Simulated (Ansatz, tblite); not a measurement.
# The cluster Si4H2O9: one state, many levels

An exercise on one series of results from a longer session: the logs are not shown, and one member is left open.

The runs use Ansatz 0.2.0, Gaussian basis; as each input shows.

Plan: GFN1-xTB, GFN2-xTB, PBE-D4/def2-TZVP, r2SCAN-D4/def2-TZVP, BHLYP-D4/def2-TZVP, PBE-D4/def2-SVP, PBE0-D4/def2-SVP, HF/STO-3G, MP2/def2-SVP.

2 further runs of the same task are left out: 2 set aside as unsound or not needed.

## The structure

The singlet was relaxed beforehand with PBE-D4/def2-SVP. At that level it is the lowest of the isomers that a small search found.

15 atoms, charge 0, spin multiplicity 1.

Bond lengths: Si1–O5 1.744 Å, Si1–O6 1.545 Å, Si1–O11 1.732 Å, Si1–O12 1.872 Å, Si2–Si3 2.580 Å, Si2–O7 1.646 Å, Si2–O12 1.598 Å, Si2–O13 1.640 Å, Si3–O7 1.745 Å, Si3–O9 1.627 Å, Si3–O10 1.671 Å, Si3–O11 1.655 Å, Si4–O8 1.692 Å, Si4–O10 1.689 Å, Si4–O13 1.725 Å, Si4–H14 1.477 Å, O5–O8 1.471 Å, O9–H15 0.974 Å. Angles: O5–Si1–O6 122.2°, O5–Si1–O11 100.7°, O5–Si1–O12 96.7°, O6–Si1–O11 123.4°, O6–Si1–O12 112.4°, O11–Si1–O12 95.3°, Si3–Si2–O7 41.9°, Si3–Si2–O12 111.8°, Si3–Si2–O13 94.7°, O7–Si2–O12 123.1°, O7–Si2–O13 110.4°, O12–Si2–O13 123.2°, Si2–Si3–O7 39.0°, Si2–Si3–O9 151.0°, Si2–Si3–O10 89.7°, Si2–Si3–O11 69.9°, O7–Si3–O9 113.6°, O7–Si3–O10 104.6° and more.

PBE0-D4/def2-TZVP was run before; its log isn't repeated, and its numbers join the tables.

Set-up of the first run:

Tight binding, by tblite at 300 K electronic temperature and without a spin-polarisation term:

```python
tblite.interface.Calculator('GFN1-xTB', numbers, positions, charge=0, uhf=0).singlepoint()
```

Tight binding, by tblite at 300 K electronic temperature and without a spin-polarisation term:

```python
tblite.interface.Calculator('GFN2-xTB', numbers, positions, charge=0, uhf=0).singlepoint()
```

start.molden holds the orbitals of an earlier run on this state, given as this run's starting guess.

in.yaml reads:

```yaml
crystal:
  periodic: [false, false, false]
  atoms:
    - {symbol: Si, position_ang: [-1.199560, -1.676782, -0.345739]}
    - {symbol: Si, position_ang: [1.376214, -1.011324, -0.081256]}
    - {symbol: Si, position_ang: [0.278309, 1.137003, -0.995387]}
    - {symbol: Si, position_ang: [0.310236, 0.746990, 1.828217]}
    - {symbol: O, position_ang: [-1.178960, -1.413171, 1.378543]}
    - {symbol: O, position_ang: [-2.226445, -2.611781, -1.022827]}
    - {symbol: O, position_ang: [1.737806, 0.192434, -1.143790]}
    - {symbol: O, position_ang: [-1.190815, -0.032614, 1.886677]}
    - {symbol: O, position_ang: [0.117552, 2.272346, -2.149367]}
    - {symbol: O, position_ang: [0.371826, 1.820432, 0.526058]}
    - {symbol: O, position_ang: [-0.835997, -0.083822, -0.919830]}
    - {symbol: O, position_ang: [0.553211, -2.318089, -0.489979]}
    - {symbol: O, position_ang: [1.482195, -0.463652, 1.460831]}
    - {symbol: H, position_ang: [0.622421, 1.457794, 3.084905]}
    - {symbol: H, position_ang: [-0.217974, 1.984236, -3.017065]}
basis:
  gaussian: {orbitals: def2-TZVP, initial_orbitals: start.molden}
hamiltonian: {xc: pbe, dispersion: d4}
scf: {omitted_lower_state_checks: [starts]}
output: {forces: true, orbitals: {seedname: orbitals}}
```

Launch:

```sh
$ ansatz run in.yaml --threads 6 --pin off --events-out ev --progress --plain --max-ram 7833MiB
```

Among the steps run: PBE-D4/def2-TZVP; r2SCAN-D4/def2-TZVP; BHLYP-D4/def2-TZVP; PBE-D4/def2-SVP; PBE0-D4/def2-SVP; HF/STO-3G; MP2/def2-SVP.

One of the session's tables, all rows but one given; the rest of the session is left out.

It belongs to the step «Binding energy». 

| level | binding an atom (eV) |
| --- | --- |
| HF/STO-3G | 2.299 |
| HF/def2-SVP | 2.968 |
| PBE-D4/def2-SVP | 4.957 |
| PBE-D4/def2-TZVP | 5.038 |
| r2SCAN-D4/def2-TZVP | 4.935 |
| PBE0-D4/def2-SVP | 4.704 |
| PBE0-D4/def2-TZVP | ? |
| BHLYP-D4/def2-TZVP | 4.554 |
| MP2/def2-SVP | 4.612 |

Estimate the missing values for PBE0-D4/def2-TZVP.

**Answer.** binding an atom (eV): 4.815. In the column «binding an atom (eV)» it lies between PBE0-D4/def2-SVP (4.704) and r2SCAN-D4/def2-TZVP (4.935).

To keep in mind: Free atoms were run apart at each level; binding is atoms less cluster, divided by the number of atoms, without zero-point or spin-orbit terms.
